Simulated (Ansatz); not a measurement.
**CH₈N₂Si: one species, many methods**

Aim: compute CH₈N₂Si with functionals from several rungs and with coupled cluster, and see how far each lands from CCSD(T) at the basis-set limit for the atomisation energy.

Method: functionals in def2-TZVPP, the program's frozen cores in correlated methods; program: Ansatz 0.2.0, Gaussian basis.

The runs, in order: LDA (SPW92), PBE-D4, revPBE-D4, BLYP-D4, r2SCAN-D4, B97M-V, PBE0-D4, B3LYP-D4, r2SCANh-D4, r2SCAN0-D4, HSE06-D4, BHLYP-D4, CAM-B3LYP-D4, LC-ωPBE, ωB97X-V, ωB97M-V, B2PLYP, PBE-QIDH; CCSD(T)/def2-SVP; CCSD(T)/def2-TZVPP; MP2/def2-QZVPP; extrapolation to the limit; RPA on PBE.

**1. The geometry**

An earlier PBE0-D4 in a triple-zeta def2 set relaxation fixed the geometry.

12 atoms, charge 0, spin multiplicity 1.

Atoms are counted from 1 here; the program's logs count them from 0.

Bond lengths: C1–N2 1.444 Å, C1–H5 1.095 Å, C1–H6 1.093 Å, C1–H7 1.098 Å, N2–Si3 1.710 Å, N2–H8 1.008 Å, Si3–N4 1.711 Å, Si3–H9 1.495 Å, Si3–H10 1.494 Å, N4–H11 1.006 Å, N4–H12 1.006 Å. Angles: N2–C1–H5 111.3°, N2–C1–H6 109.3°, N2–C1–H7 113.5°, H5–C1–H6 107.2°, H5–C1–H7 107.9°, H6–C1–H7 107.3°, C1–N2–Si3 125.5°, C1–N2–H8 114.0°, Si3–N2–H8 117.6°, N2–Si3–N4 108.2°, N2–Si3–H9 117.4°, N2–Si3–H10 103.6°, N4–Si3–H9 103.3°, N4–Si3–H10 117.5°, H9–Si3–H10 107.5°, Si3–N4–H11 120.4°, Si3–N4–H12 121.8°, H11–N4–H12 112.1°.

**2. LDA**

This LDA is Slater exchange with PW92 correlation.

in.yaml

```yaml
crystal:
  periodic: [false, false, false]
  atoms:
    - {symbol: C, position_ang: [-1.512422, 1.046041, 0.573332]}
    - {symbol: N, position_ang: [-0.749955, 0.058209, -0.154056]}
    - {symbol: Si, position_ang: [0.827334, -0.468231, 0.244646]}
    - {symbol: N, position_ang: [1.582783, -1.025513, -1.186089]}
    - {symbol: H, position_ang: [-2.099523, 1.673738, -0.104882]}
    - {symbol: H, position_ang: [-0.828750, 1.704864, 1.114062]}
    - {symbol: H, position_ang: [-2.199720, 0.612337, 1.310957]}
    - {symbol: H, position_ang: [-1.309166, -0.542577, -0.739349]}
    - {symbol: H, position_ang: [0.950076, -1.632014, 1.174357]}
    - {symbol: H, position_ang: [1.430286, 0.716111, 0.926303]}
    - {symbol: H, position_ang: [2.249434, -1.777907, -1.149892]}
    - {symbol: H, position_ang: [1.736621, -0.420361, -1.975390]}
basis:
  gaussian: {orbitals: def2-TZVPP}
hamiltonian: {xc: lda}
output: {orbitals: {seedname: orbitals}}
```

The run is started by

```console
$ ansatz run in.yaml --threads 4 --pin off --events-out ev --progress --plain --max-ram 10444MiB
```

After this run come: PBE-D4 (GGA); revPBE-D4 (GGA); BLYP-D4 (GGA); r2SCAN-D4 (meta-GGA); B97M-V (meta-GGA); B3LYP-D4 (hybrid); r2SCANh-D4 (hybrid); r2SCAN0-D4 (hybrid); HSE06-D4 (hybrid); BHLYP-D4 (hybrid); CAM-B3LYP-D4 (range-separated); LC-ωPBE (range-separated); ωB97X-V (range-separated); ωB97M-V (range-separated); B2PLYP (double hybrid); PBE-QIDH (double hybrid); CCSD(T) in def2-SVP; CCSD(T) in def2-TZVPP; MP2 in def2-QZVPP; RPA on PBE orbitals.

Before running them: what should the planned runs give, taken together? Wanted: atomisation energy, CCSD(T)/CBS; farthest beyond LDA; mean size of error, GGA; mean size of error, meta-GGA; mean size of error, hybrid; mean size of error, range-separated; mean size of error, double hybrid; gap, smallest and largest; T1 diagnostic.

The runs gave:

| quantity | value |
| --- | --- |
| atomisation energy, CCSD(T)/CBS | 1003.0 kcal/mol |
| functionals within 5.0 kcal/mol (0.5 %) | BLYP-D4, B97M-V, B3LYP-D4, HSE06-D4, ωB97X-V, ωB97M-V |
| farthest beyond LDA | BHLYP-D4 (-22.0 kcal/mol) |
| mean size of error, GGA | 7.4 kcal/mol |
| mean size of error, meta-GGA | 4.1 kcal/mol |
| mean size of error, hybrid | 10.9 kcal/mol |
| mean size of error, range-separated | 5.8 kcal/mol |
| mean size of error, double hybrid | 12.2 kcal/mol |
| gap, smallest and largest | 5.29 eV (LDA (SPW92)), 12.38 eV (LC-ωPBE) |
| T1 diagnostic | 0.0098 |
| triples share of the correlation energy | 3.5 % |

In words: LDA overbinds by 131.3 kcal/mol (13 %). PBE-D4 misses by +9.7 kcal/mol. Double hybrids carry the basis error of their MP2 part in triple zeta, and no dispersion term here, so their miss is partly the set-up's. By mean error the best rung here is meta-GGA (4.1 kcal/mol) and the worst beyond LDA is double hybrid (12.2 kcal/mol). The gap between the best rungs is small, so their order is not settled. Misses under about 5.0 kcal/mol are within the doubt on the reference itself, which lacks core-valence correlation, relativity and higher excitations. Hartree-Fock recovers 71 % of the binding; the rest is correlation. CCSD(T) in def2-SVP is off by -72.1 kcal/mol, worse than the median functional, from the basis alone. The gap grows from 5.3 to 12.4 eV across the functionals, mostly with the share of exact exchange.
